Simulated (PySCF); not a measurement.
# GaCl₄−: NMR shifts and spin-spin couplings

What NMR shifts and spin-spin couplings should GaCl₄− (`[Cl][Ga-]([Cl])([Cl])[Cl]`) show?

Computed with PySCF 2.14.0, with density-fitted response routines of our own, on a single molecule in the gas phase. Atoms count from 0, in the outputs and in this text.

**1. The starting structure**

5 atoms, charge -1, multiplicity 1; geometry from: GFN2-xTB.

Bonds of the start (Å): Cl0–Ga1 2.17, Ga1–Cl2 2.17, Ga1–Cl3 2.17, Ga1–Cl4 2.17.

**2. NMR shieldings: PBE0/pcSseg-1**

What the job is given:

```
{"job": {"kind": "nmr", "xc": "PBE0", "basis": "pcSseg-1"}, "charge": -1, "multiplicity": 1}
Cl     0.266448    -1.685120    -1.348147
Ga     0.001444     0.000929    -0.003410
Cl    -0.570710     1.757317    -1.145492
Cl     1.865974     0.393115     1.040643
Cl    -1.554534    -0.463388     1.439221
```

With the program's defaults for keys left out, this is: GIAO PBE0/pcSseg-1 NMR shielding, non-relativistic, gas phase.

**Question.** This job is followed by: B3LYP/pcJ-1 Ga:pcSseg-1 indirect spin-spin coupling, non-relativistic, gas phase. What will the session give for the following? ³⁵Cl shifts against HCl (PBE0/pcSseg-1, means over atoms taken as alike); shieldings of Ga (PBE0/pcSseg-1); property runs in this session.

As calculated:

| quantity | value |
| --- | --- |
| ³⁵Cl shifts against HCl (PBE0/pcSseg-1, means over atoms taken as alike) | 19 ppm |
| shieldings of Ga (PBE0/pcSseg-1) | Ga1 1431.9 ppm |
| property runs in this session | 2, of which 1 failed and 0 gave unsound results |

**Reading.** At PBE0/pcSseg-1: The widest tensor belongs to Cl0, Cl2, Cl3, Cl4: span 180 ppm, with a paramagnetic part of -218 ppm. Spin-orbit coupling is left out, which matters for shieldings and couplings at and beside the heavy atoms.
